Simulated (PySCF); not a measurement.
# CH5ClO2Si: the cost of one run

Programs: PySCF 2.14.0, with density-fitted response routines of our own. Each step states its level of theory. These are calculated values for one molecule in the gas phase, unless marked as measured. Atoms are numbered from 0 throughout.

**1. Starting geometry**

10 atoms, charge 0, multiplicity 1; geometry from: GFN2-xTB. The atoms were then displaced at random by about 0.01 Å, so the start is not that level's minimum.

Bonds of the start (Å): O0–Si1 1.63, Si1–O2 1.64, Si1–C3 1.93, C3–Cl4 1.77, O0–H5 0.97, Si1–H6 1.46, O2–H7 0.97, C3–H8 1.12, C3–H9 1.06.

**2. Optimising the geometry at PBE0-D3(BJ)/def2-SVP**

What the job is given:

```
{"job": {"xc": "PBE0", "basis": "def2-SVP", "d3": "d3bj", "grid": 1, "shake": 0.01, "kind": "geom"}, "charge": 0, "multiplicity": 1}
O     -0.797120    -1.715520    -0.239810
Si    -0.248600    -0.216960    -0.559720
O     -1.506490     0.825560    -0.468990
C      1.071630     0.115220     0.812090
Cl     1.539820     1.818520     0.750650
H     -1.673280    -1.948050    -0.584940
H      0.397290    -0.137580    -1.870230
H     -1.310890     1.771140    -0.402350
H      0.637650    -0.055110     1.831670
H      1.940420    -0.478160     0.710580
```

Launch:

```console
OMP_NUM_THREADS=1 python probes_run.py task.json out
```

This one command runs all jobs of the session in turn.

**Question.** How long does this first job take on 1 thread of Arm Neoverse V1, shared host, and how much memory does it need?

About 24 s, with a peak of 0.43 GiB.
